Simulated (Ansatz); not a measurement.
# BrClH3NOSi: the cost of one run

Program: Ansatz 0.2.0, Gaussian basis. Level of theory: the settings change from run to run. These are calculated values, not measurements.

## Step 1: The geometry

The geometry comes from an earlier relaxation with PBE0-D4 in a triple-zeta def2 set; it is a stationary point, not always the lowest conformer.

SMILES `N[Si](O)(Cl)Br`, 8 atoms, charge 0, spin multiplicity 1.

Atoms are counted from 1 here; the program's logs count them from 0.

Bond lengths: N1–Si2 1.693 Å, N1–H6 1.007 Å, N1–H7 1.008 Å, Si2–O3 1.625 Å, Si2–Cl4 2.043 Å, Si2–Br5 2.208 Å, O3–H8 0.960 Å. Angles: Si2–N1–H6 119.3°, Si2–N1–H7 119.5°, H6–N1–H7 111.6°, N1–Si2–O3 111.3°, N1–Si2–Cl4 105.7°, N1–Si2–Br5 115.5°, O3–Si2–Cl4 112.5°, O3–Si2–Br5 103.6°, Cl4–Si2–Br5 108.3°, Si2–O3–H8 115.9°.

Geometry (Å):

```
atom    x (Å)    y (Å)    z (Å)
  N1   0.1152   0.9888   0.7202
 Si2  -0.1633  -0.2551  -0.3946
  O3   0.8257  -1.5174  -0.1317
 Cl4  -2.1353  -0.7498  -0.1887
 Br5   0.2054   0.2635  -2.5084
  H6  -0.6209   1.6473   0.9186
  H7   1.0242   1.4234   0.7625
  H8   0.8413  -1.8580   0.7663
```

## Step 2: wPBEh/6-31G*

This run has charge +1, multiplicity 2, relativity set to scalar, the search for lower states set to off.

Input file in.yaml:

```yaml
crystal:
  periodic: [false, false, false]
  atoms:
    - {symbol: N, position_ang: [0.115234, 0.988799, 0.720191]}
    - {symbol: Si, position_ang: [-0.163299, -0.255058, -0.394594]}
    - {symbol: O, position_ang: [0.825706, -1.517435, -0.131686]}
    - {symbol: Cl, position_ang: [-2.135276, -0.749796, -0.188719]}
    - {symbol: Br, position_ang: [0.205394, 0.263548, -2.508403]}
    - {symbol: H, position_ang: [-0.620937, 1.647311, 0.918637]}
    - {symbol: H, position_ang: [1.024228, 1.423355, 0.762517]}
    - {symbol: H, position_ang: [0.841251, -1.858022, 0.766258]}
basis:
  gaussian: {orbitals: "6-31G*"}
total_charge: 1
magnetization: {spin_polarized: true, initial_magnetization: 1}
hamiltonian: {xc: {name: wPBEh}, pseudopotentials: {relativity: scalar}}
scf: {lower_state_search: off}
output: {forces: true}
```

On the command line:

```bash
> ansatz run in.yaml --threads 2 --pin off --events-out ev --progress --plain --max-ram 22528MiB --backend cpu
```

Q: Estimate wall time and peak memory on 2 threads of AMD EPYC 7R13, shared host.

About 5.5 s, with a peak of 0.32 GiB.
